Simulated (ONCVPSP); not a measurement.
# Pseudopotential generation for osmium: ONCV, LDA (Perdew-Wang 92)

Aim: build the potential from the settings below, then test how well it stands in for the atom: other configurations, scattering, ghost states and the plane-wave cutoff that it needs.

Program: ONCVPSP 4.0.1.1 (patched build). Reference atom: LDA (Perdew-Wang 92), scalar-relativistic, spherical and spin-unpolarised. All values are calculated.

### 1 The design

The settings as typed:

| Quantity | Value |
| --- | --- |
| element | osmium (Os, Z = 76) |
| type | optimised norm-conserving Vanderbilt (ONCV) |
| frozen core | [Xe] 4f14 |
| valence charge | 8 |
| reference configuration | 5d6 6s2 |
| partial waves | 6s: rc 2.50 bohr, ncon 4, nbas 8, qcut 2.3 1/bohr, 2 projectors, debl 2.6 Ha; p scattering state at 0.24 Ha: rc 2.65 bohr, ncon 4, nbas 8, qcut 2.5 1/bohr, 2 projectors, debl 2.7 Ha; 5d: rc 1.85 bohr, ncon 3, nbas 7, qcut 7.9 1/bohr, 2 projectors, debl 1.2 Ha |
| local potential | polynomial inside 1.20 bohr (lpopt 5, dvloc0 6 Ha) |
| core correction | not asked for |

### 2 Generation

Os.dat reads:

```
# ATOM AND REFERENCE CONFIGURATION
# atsym  z   nc   nv     iexc    psfile
  Os 76.00   12    2  -001012      upf
#
#   n    l    f
    1    0    2.00
    2    0    2.00
    2    1    6.00
    3    0    2.00
    3    1    6.00
    3    2   10.00
    4    0    2.00
    4    1    6.00
    4    2   10.00
    4    3   14.00
    5    0    2.00
    5    1    6.00
    5    2    6.00
    6    0    2.00
#
# PSEUDOPOTENTIAL AND OPTIMIZATION
# lmax
    2
#
#   l,   rc,      ep,       ncon, nbas, qcut
    0    2.50    0.00    4    8    2.30
    1    2.65    0.24    4    8    2.50
    2    1.85    0.00    3    7    7.90
#
# LOCAL POTENTIAL
# lloc, lpopt,  rc(5),   dvloc0
    4    5    1.20    6.00
#
# VANDERBILT-KLEINMAN-BYLANDER PROJECTORs
# l, nproj, debl
    0    2    2.60
    1    2    2.70
    2    2    1.20
#
# MODEL CORE CHARGE
# icmod, fcfact, rcfact
    0    0.00    0.00
#
# LOG DERIVATIVE ANALYSIS
# epsh1, epsh2, depsh
   -2.00    5.00    0.02
#
# OUTPUT GRID
# rlmax, drl
    6.00    0.01
#
# TEST CONFIGURATIONS
# ncnf
    4
# nvcnf
#   n    l    f
    2
    5    2    6.00
    6    0    1.00
#
    2
    5    2    6.00
    6    0    0.00
#
    2
    5    2    5.00
    6    0    0.00
#
    2
    5    2    6.00
    6    0    1.50
#
```

Run with:

```
$ oncvpsp.x < Os.dat > Os.out
```

What does the calculation give? Wanted: cutoffs for 1 and 0.1 mHa per electron, occupied waves; bound ghosts; GHOST(+) flags; largest test error; largest phase difference near zero energy, channels read; projector energies reset by the program.

**Answer**, as computed:

| quantity | value |
| --- | --- |
| cutoffs for 1 and 0.1 mHa per electron, occupied waves | 17 Ha and 25 Ha |
| bound ghosts | s at -31.51 eV |
| GHOST(+) flags | p at 39 eV |
| largest test error (AE − PS) | +51 meV, for 5d5 6s0 |
| largest phase difference near zero energy, channels read | 0.013 rad |
| projector energies reset by the program | p: 0.050, 2.750 Ha |

In words: It has a bound ghost (s), a state that the atom doesn't have, and that rules the file out. By total energies transferability is fair: the largest error is 51 meV on 56.3 eV, for 5d5 6s0. That test lies far up in energy; among those under 40 eV, nearer to bonding, the largest error is 14 meV. By its cutoff, 17 Ha for the looser tolerance, it is soft on the atom at that tolerance. At the looser tolerance the 5d wave is the slowest; 6s needs 11 Ha. Near zero energy the phases of the channels with partial waves agree within 0.013 rad. The program also flags highly localised states, GHOST(+) (p). All of this concerns the isolated atom, not yet a solid.
